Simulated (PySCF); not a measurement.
# F3H3LaN (La(F)3(NH3)): the cost of one run

Program: PySCF 2.14.0. Level of theory: PBE0, La lcecp-1-SVP with ECP46, F def2-SVP, N def2-SVP, H def2-SVP; scalar-relativistic core potentials, no spin–orbit coupling. These are calculated values, not measurements.

1 further run of the same task is left out (for a known fault of the program).

### Step 1. The system as given

8 atoms, charge 0, spin multiplicity 1.

Bond lengths: La1–F2 2.184 Å, La1–F3 2.184 Å, La1–F4 2.184 Å, La1–N5 2.620 Å, N5–H6 1.020 Å, N5–H7 1.020 Å, N5–H8 1.020 Å. Angles: F2–La1–F3 109.5°, F2–La1–F4 109.5°, F2–La1–N5 109.5°, F3–La1–F4 109.5°, F3–La1–N5 109.5°, F4–La1–N5 109.5°, La1–N5–H6 113.0°, La1–N5–H7 113.0°, La1–N5–H8 113.0°, H6–N5–H7 105.8°, H6–N5–H8 105.8°, H7–N5–H8 105.8°.

Geometry (Å):

```tsv
atom	x (Å)	y (Å)	z (Å)
La1	0.0000	0.0000	0.0000
F2	1.2612	1.2612	1.2612
F3	-1.2612	-1.2612	1.2612
F4	1.2612	-1.2612	-1.2612
N5	-1.5127	1.5127	-1.5127
H6	-2.1258	2.1258	-0.9756
H7	-0.9756	2.1258	-2.1258
H8	-2.1258	0.9756	-2.1258
```

Formal oxidation states: La +3. The 4f shell is empty and lies in the core potential.

### Step 2. SCF at the start, singlet

run.py (the lines that set the calculation)

```python
mol = gto.M(atom='''
La     0.00000     0.00000     0.00000
F      1.26120     1.26120     1.26120
F     -1.26120    -1.26120     1.26120
F      1.26120    -1.26120    -1.26120
N     -1.51270     1.51270    -1.51270
H     -2.12580     2.12580    -0.97560
H     -0.97560     2.12580    -2.12580
H     -2.12580     0.97560    -2.12580''',
    basis={'La': 'lcecp-1-SVP', 'F': 'def2-SVP', 'N': 'def2-SVP', 'H': 'def2-SVP'},
    ecp={'La': 'lcecp-1-SVP'},
    charge=0, spin=0)
mf = dft.RKS(mol, xc='PBE0')
mf.grids.atom_grid = (50, 194)  # f atoms: unpruned, at least (60, 302)
mf = mf.density_fit()  # fitting sets: La AutoAux, F def2-universal-JKFIT, N def2-universal-JKFIT, H def2-universal-JKFIT
mf.conv_tol = 1e-08; mf.max_cycle = 55
mf.kernel(dm0)  # dm0: free metal ions and neutral atoms
```

Started as:

```console
OMP_NUM_THREADS=2 python run.py
```

What time and memory should one allow on 2 threads of Arm Neoverse V2, shared host?

About 2.6 s, with a peak of 0.63 GiB.
